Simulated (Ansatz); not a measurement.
Here is an Ansatz 0.2.0 calculation.

File input.yaml:

```yaml
crystal:
  lattice:
    - [5.521485, -1.849846, 0.0]
    - [5.521485, 1.849846, 0.0]
    - [-3.217625, 0.0, 6.007774]
  atoms:
    - { symbol: Ge, position: [0.529234, 0.529234, 0.293621] }
    - { symbol: Ge, position: [0.470766, 0.470766, 0.706379] }
    - { symbol: Ge, position: [0.88039, 0.88039, 0.98544] }
    - { symbol: Ge, position: [0.11961, 0.11961, 0.01456] }
    - { symbol: Mg, position: [0.815286, 0.815286, 0.349253] }
    - { symbol: Mg, position: [0.184714, 0.184714, 0.650747] }
hamiltonian:
  xc: revpbe
  pseudopotentials: { kind: paw }
kpoints:
  mp_grid: { grid: [8, 8, 5] }
scf:
  occupations: { method: fermi_dirac, width: 0.05 }
  n_extra_bands: 15
output:
  forces: true
  stress: true
  eigenvalues: true
  dos: { projected: true, de: 0.05, nscf_kmesh: { grid: [12, 12, 8] } }
```

Potentials or basis: Ansatz PAW.

Run with:

```console
$ ansatz run input.yaml --threads 2 --pin off --max-ram 5632MiB --backend cpu --events-out ev --progress --plain --runs-dir out
```

Estimate the largest force.

0.130 eV/Å.

Predict the pressure.

0.8 GPa.

States per cell in windows of 0.5 eV (zero at the Fermi level; states under -8 eV left out):
```tsv
from (eV)	total	Ge 4p	Ge 4s	Mg 3s
-8.0	0.96	0.28	0.62	0.05
-7.5	1.29	0.32	0.89	0.07
-7.0	0.95	0.21	0.70	0.03
-6.5	0.44	0.09	0.33	0.01
-6.0	0.13	0.02	0.10	0.01
-5.5	0.00	0.00	0.00	0.00
-5.0	0.49	0.39	0.03	0.07
-4.5	1.17	0.94	0.09	0.13
-4.0	1.31	1.05	0.13	0.12
-3.5	1.22	0.95	0.15	0.10
-3.0	1.34	1.05	0.16	0.10
-2.5	1.28	1.00	0.15	0.09
-2.0	1.37	1.08	0.15	0.09
-1.5	1.72	1.39	0.17	0.08
-1.0	1.06	0.84	0.11	0.05
-0.5	1.20	0.90	0.12	0.09
0.0	0.95	0.70	0.08	0.08
0.5	1.34	0.93	0.11	0.15
1.0	1.44	0.99	0.13	0.14
1.5	1.49	1.00	0.13	0.14
2.0	1.44	0.96	0.11	0.13
2.5	1.56	1.02	0.09	0.15
3.0	1.45	0.85	0.08	0.17
3.5	1.47	0.80	0.06	0.16
4.0	1.73	0.77	0.06	0.22
4.5	1.50	0.62	0.04	0.18
5.0	1.49	0.56	0.04	0.19
5.5	1.59	0.54	0.04	0.19
6.0	1.67	0.42	0.03	0.17
6.5	1.67	0.33	0.02	0.11
7.0	1.51	0.22	0.02	0.06
7.5	1.58	0.17	0.02	0.04
```

Caveat: the PAW data sets come from PBE, with cores solved anew for the run's functional, which leaves a small shift of forces and pressure.
